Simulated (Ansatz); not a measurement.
# FH7N2SSi2: one species, many methods

An exercise on one series of results from a longer session: the logs are not shown, and one member is left open.

Computed with Ansatz 0.2.0, Gaussian basis. Level: functionals in def2-TZVPP, the program's frozen cores in correlated methods.

The runs, in order: PBE-D4, r2SCAN-D4, PBE0-D4, B3LYP-D4, ωB97X-V, ωB97M-V, B2PLYP; CCSD(T)/def2-TZVPP; MP2/def2-QZVPP; extrapolation to the limit.

## Structure used throughout

An earlier PBE0-D4 in a triple-zeta def2 set relaxation fixed the geometry.

SMILES `N[SiH2]S[SiH](N)F`, 13 atoms, charge 0, spin multiplicity 1.

Atoms are counted from 1 here; the program's logs count them from 0.

Bond lengths: N1–Si2 1.708 Å, N1–H7 1.008 Å, N1–H8 1.008 Å, Si2–S3 2.159 Å, Si2–H9 1.482 Å, Si2–H10 1.481 Å, S3–Si4 2.114 Å, Si4–N5 1.692 Å, Si4–F6 1.605 Å, Si4–H11 1.480 Å, N5–H12 1.006 Å, N5–H13 1.006 Å. Angles: Si2–N1–H7 120.1°, Si2–N1–H8 118.8°, H7–N1–H8 110.5°, N1–Si2–S3 116.2°, N1–Si2–H9 106.3°, N1–Si2–H10 111.0°, S3–Si2–H9 109.4°, S3–Si2–H10 102.2°, H9–Si2–H10 111.8°, Si2–S3–Si4 97.8°, S3–Si4–N5 107.0°, S3–Si4–F6 109.6°, S3–Si4–H11 113.1°, N5–Si4–F6 112.9°, N5–Si4–H11 110.8°, F6–Si4–H11 103.6°, Si4–N5–H12 122.0°, Si4–N5–H13 121.6° and more.

Set-up of the first run:

File in.yaml:

```yaml
crystal:
  periodic: [false, false, false]
  atoms:
    - {symbol: N, position_ang: [1.404443, -0.417382, -1.922620]}
    - {symbol: Si, position_ang: [1.948935, 0.009465, -0.361425]}
    - {symbol: S, position_ang: [0.592527, 1.194500, 0.829867]}
    - {symbol: Si, position_ang: [-1.135197, 0.005011, 0.566035]}
    - {symbol: N, position_ang: [-2.225168, 0.439229, 1.785457]}
    - {symbol: F, position_ang: [-1.726068, 0.233944, -0.908568]}
    - {symbol: H, position_ang: [1.077477, 0.295782, -2.556034]}
    - {symbol: H, position_ang: [0.866218, -1.262018, -2.035102]}
    - {symbol: H, position_ang: [2.238114, -1.263007, 0.340809]}
    - {symbol: H, position_ang: [3.143749, 0.881304, -0.435697]}
    - {symbol: H, position_ang: [-0.851908, -1.447003, 0.605651]}
    - {symbol: H, position_ang: [-3.107088, -0.030979, 1.903719]}
    - {symbol: H, position_ang: [-2.226044, 1.361144, 2.187898]}
basis:
  gaussian: {orbitals: def2-TZVPP}
hamiltonian: {xc: pbe, dispersion: d4}
output: {forces: true, orbitals: {seedname: orbitals}}
```

Command:

```sh
$ ansatz run in.yaml --threads 2 --pin off --events-out ev --progress --plain --max-ram 31744MiB --backend cuda --devices 0, --max-vram 18GiB
```

Steps of the session up to this table: PBE-D4 (GGA); r2SCAN-D4 (meta-GGA); PBE0-D4 (hybrid); B3LYP-D4 (hybrid); ωB97X-V (range-separated); ωB97M-V (range-separated); B2PLYP (double hybrid); CCSD(T) in def2-TZVPP; MP2 in def2-QZVPP.

One table of the session follows, with a row left open; its other results are not shown here.

| method | atomisation energy (kJ/mol) |
| --- | --- |
| PBE-D4 | ? |
| r2SCAN-D4 | 4546.0 |
| PBE0-D4 | 4521.3 |
| B3LYP-D4 | 4555.1 |
| ωB97X-V | 4594.5 |
| ωB97M-V | 4586.3 |
| B2PLYP | 4493.9 |
| HF/def2-TZVPP | 3218.7 |
| MP2/def2-TZVPP | 4480.8 |
| CCSD/def2-TZVPP | 4341.6 |
| CCSD(T)/def2-TZVPP | 4409.9 |
| MP2/CBS | 4641.7 |
| CCSD(T)/CBS | 4570.9 |

Q: Estimate the row for PBE-D4 from the others.

The run gave: atomisation energy (kJ/mol): 4597.9. In the column «atomisation energy (kJ/mol)» it lies between ωB97X-V (4594.5) and MP2/CBS (4641.7).
